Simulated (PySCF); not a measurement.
# doublet C3H9NSi+ at 6 levels

We compute a comparison of 6 runs (U-r2SCAN/cc-pVDZ, U-revPBE/cc-pVDZ, UBLYP/cc-pVDZ, UM06-L/cc-pVDZ, UPBE/cc-pVDZ, UTPSS/cc-pVDZ) of doublet C3H9NSi+. Input form: a Python script.

Program for the calculation: PySCF 2.14.0.

## Step 1: The molecule

C3H9NSi+ has 14 atoms, charge +1, and is taken as a doublet. As SMILES of the parent species, `C[Si]N(C)C`. The coordinates come from a PBE0-D4/def2-TZVP relaxation. This is one conformer, not always the lowest. That shape belongs to the parent species and isn't relaxed for this state.

Bond lengths: C1–Si2 1.908 Å, Si2–N3 1.719 Å, N3–C4 1.444 Å, N3–C5 1.449 Å, C1–H6 1.096 Å, C1–H7 1.096 Å, C1–H8 1.093 Å, C4–H9 1.088 Å, C4–H10 1.097 Å, C4–H11 1.097 Å, C5–H12 1.097 Å, C5–H13 1.097 Å, C5–H14 1.092 Å. Some angles: C1–Si2–N3 101.5°, Si2–N3–C4 129.9°, Si2–N3–C5 118.4°, C4–N3–C5 111.8°, Si2–C1–H6 112.2°, Si2–C1–H7 112.3°, Si2–C1–H8 109.3°, N3–C4–H9 111.2°, N3–C4–H10 110.8°, N3–C4–H11 110.8°.

## Step 2: The energy at U-r2SCAN/cc-pVDZ (run 1)

The input, calc.py:

```python
from pyscf import gto, dft

system = gto.M(
    atom='''
C       -1.926900       0.083900       1.290000
Si      -0.860000       1.344200       0.334800
N        0.370400       0.332300      -0.310900
C        0.561800      -1.093100      -0.177000
C        1.405000       0.939100      -1.123500
H       -2.344800      -0.686600       0.632200
H       -1.362500      -0.422500       2.081200
H       -2.763700       0.604300       1.762300
H       -0.219600      -1.539200       0.434400
H        1.531400      -1.314500       0.287000
H        0.552100      -1.581800      -1.159600
H        2.397200       0.779300      -0.683400
H        1.415100       0.511300      -2.133800
H        1.231600       2.014000      -1.204700
''',
    verbose=3,
    basis='cc-pvdz',
    charge=1,
    spin=1,
    max_memory=1860,
)

calc0 = dft.UKS(system, xc='r2scan')
calc0.conv_tol = 1e-10
calc0.grids.level = 5
calc0.kernel()
if not calc0.converged:
    calc0 = calc0.newton().run(calc0.mo_coeff, calc0.mo_occ)

e_final = calc0.e_tot
print('Final energy', e_final)
```

Started as:

```bash
$ OMP_NUM_THREADS=1 python calc.py
```

What it wrote:

```text
WARN: HOMO -0.239113945266813 >= LUMO -0.239113945266811

converged SCF energy = -463.543727803948  <S^2> = 0.77480917  2S+1 = 2.0246572
Final energy -463.5437278039478
```

Run time: 3.2 min. Hardware: 1 thread of Intel Xeon Platinum 8259CL at 2.50GHz (Skylake/Cascade Lake), shared host; peak memory 0.76 GiB.

## Step 3: A single-point energy at U-revPBE/cc-pVDZ (run 2)

The input, input.py:

```python
from pyscf import gto, dft

mol = gto.M(
    atom='''
C     -3.641313     0.158548     2.437747
Si    -1.625164     2.540170     0.632680
N      0.699955     0.627956    -0.587516
C      1.061648    -2.065660    -0.334482
C      2.655065     1.774642    -2.123107
H     -4.431030    -1.297486     1.194685
H     -2.574752    -0.798409     3.932898
H     -5.222636     1.141961     3.330264
H     -0.414984    -2.908666     0.820897
H      2.893927    -2.484045     0.542351
H      1.043318    -2.989169    -2.191326
H      4.530051     1.472664    -1.291439
H      2.674151     0.966217    -4.032298
H      2.327387     3.805908    -2.276553
''',
    verbose=3,
    unit='bohr',
    basis='cc-pvdz',
    max_memory=1860,
    spin=1,
    charge=1,
)

ks = dft.UKS(mol)
ks.xc = 'revpbe'
ks.grids.level = 5
ks.conv_tol = 1e-10
ks.kernel()
if not ks.converged:
    ks = ks.newton().run(ks.mo_coeff, ks.mo_occ)

etot = ks.e_tot
print('E(%s) = %.9f' % ('REVPBE', etot))
```

Started as:

```bash
$ OMP_NUM_THREADS=1 python input.py
```

What it wrote:

```text
converged SCF energy = -463.56405787074  <S^2> = 0.76413846  2S+1 = 2.0140888
E(REVPBE) = -463.564057871
```

Wall time 84 s (1 thread of Intel Xeon Platinum 8259CL at 2.50GHz (Skylake/Cascade Lake), shared host); peak memory 0.69 GiB.

Run 3 isn't shown in full; the table further down has it.

## Step 4: The energy at UM06-L/cc-pVDZ (run 4)

The input, input.py:

```python
from pyscf import gto, dft

molecule = gto.M(
    atom=[
    ('C', (-1.926900, 0.083900, 1.290000)),
    ('Si', (-0.860000, 1.344200, 0.334800)),
    ('N', (0.370400, 0.332300, -0.310900)),
    ('C', (0.561800, -1.093100, -0.177000)),
    ('C', (1.405000, 0.939100, -1.123500)),
    ('H', (-2.344800, -0.686600, 0.632200)),
    ('H', (-1.362500, -0.422500, 2.081200)),
    ('H', (-2.763700, 0.604300, 1.762300)),
    ('H', (-0.219600, -1.539200, 0.434400)),
    ('H', (1.531400, -1.314500, 0.287000)),
    ('H', (0.552100, -1.581800, -1.159600)),
    ('H', (2.397200, 0.779300, -0.683400)),
    ('H', (1.415100, 0.511300, -2.133800)),
    ('H', (1.231600, 2.014000, -1.204700)),
],
    spin=1,
    max_memory=1860,
    verbose=4,
    charge=1,
    basis='cc-pvdz',
)

mf = dft.UKS(molecule, xc='m06-l')
mf.grids.level = 5
mf.conv_tol = 1e-10
mf.kernel()
if not mf.converged:
    mf = mf.newton().run(mf.mo_coeff, mf.mo_occ)

etot = mf.e_tot
print(f'total energy: {etot:.8f} hartree')
```

Started as:

```bash
$ OMP_NUM_THREADS=1 python input.py
```

What it wrote:

```text
PySCF version 2.14.0

[... 128 lines left out ...]
converged SCF energy = -463.646121537139  <S^2> = 0.76539587  2S+1 = 2.0153371
total energy: -463.64612154 hartree
```

It took 2.9 min on 1 thread of Intel Xeon Platinum 8259CL at 2.50GHz (Skylake/Cascade Lake), shared host; peak memory 0.76 GiB.

Run 5 isn't shown in full; the table further down has it.

## Step 5: The energy at UTPSS/cc-pVDZ (run 6)

The input, job.py:

```python
from pyscf import gto, dft

mol = gto.Mole()
mol.atom = '''
C       -1.926900       0.083900       1.290000
Si      -0.860000       1.344200       0.334800
N        0.370400       0.332300      -0.310900
C        0.561800      -1.093100      -0.177000
C        1.405000       0.939100      -1.123500
H       -2.344800      -0.686600       0.632200
H       -1.362500      -0.422500       2.081200
H       -2.763700       0.604300       1.762300
H       -0.219600      -1.539200       0.434400
H        1.531400      -1.314500       0.287000
H        0.552100      -1.581800      -1.159600
H        2.397200       0.779300      -0.683400
H        1.415100       0.511300      -2.133800
H        1.231600       2.014000      -1.204700
'''
mol.basis = 'cc-pvdz'
mol.charge = 1
mol.verbose = 3
mol.spin = 1
mol.max_memory = 1860
mol.build()

myscf = dft.UKS(mol)
myscf.xc = 'tpss'
myscf.conv_tol = 1e-10
myscf.grids.level = 5
myscf.kernel()
if not myscf.converged:
    myscf = myscf.newton().run(myscf.mo_coeff, myscf.mo_occ)

e_final = myscf.e_tot
print('Final energy', e_final)
```

Started as:

```bash
$ OMP_NUM_THREADS=1 python job.py
```

What it wrote:

```text
WARN: HOMO -0.236979511295412 >= LUMO -0.236979511295413

converged SCF energy = -463.734224426437  <S^2> = 0.76664717  2S+1 = 2.0165785
Final energy -463.73422442643715
```

It took 3 min on 1 thread of Intel Xeon Platinum 8259CL at 2.50GHz (Skylake/Cascade Lake), shared host; peak memory 0.76 GiB.

## Step 6: Overview of the runs

| run | level | energy (Eh) | HOMO energy (eV) | LUMO energy (eV) | ⟨S²⟩ | wall time |
| --- | --- | --- | --- | --- | --- | --- |
| 1 | U-r2SCAN/cc-pVDZ | -463.543728 | -11.56 | -10.11 | 0.775 | 3.2 min |
| 2 | U-revPBE/cc-pVDZ | -463.564058 | -11.26 | -10.39 | 0.764 | 84 s |
| 3 | UBLYP/cc-pVDZ | -463.573062 | -11.14 | -10.56 | 0.758 | 79 s |
| 4 | UM06-L/cc-pVDZ | -463.646122 | -11.48 | -10.54 | 0.765 | 2.9 min |
| 5 | UPBE/cc-pVDZ | -463.287622 | -11.29 | -10.53 | 0.762 | 86 s |
| 6 | UTPSS/cc-pVDZ | -463.734224 | -11.41 | -10.42 | 0.767 | 3 min |

## Step 7: Results

| quantity | value |
| --- | --- |
| run 6: total energy | -463.73422 Eh |
| run 6: HOMO energy (highest over α and β) | -11.41 eV |
| run 6: LUMO energy (lowest over α and β) | -10.42 eV |
| run 6: ⟨S²⟩ | 0.767 |

What this shows: Totals of different functionals can't be ranked against each other. All runs together took 13 min, the longest 3.2 min.
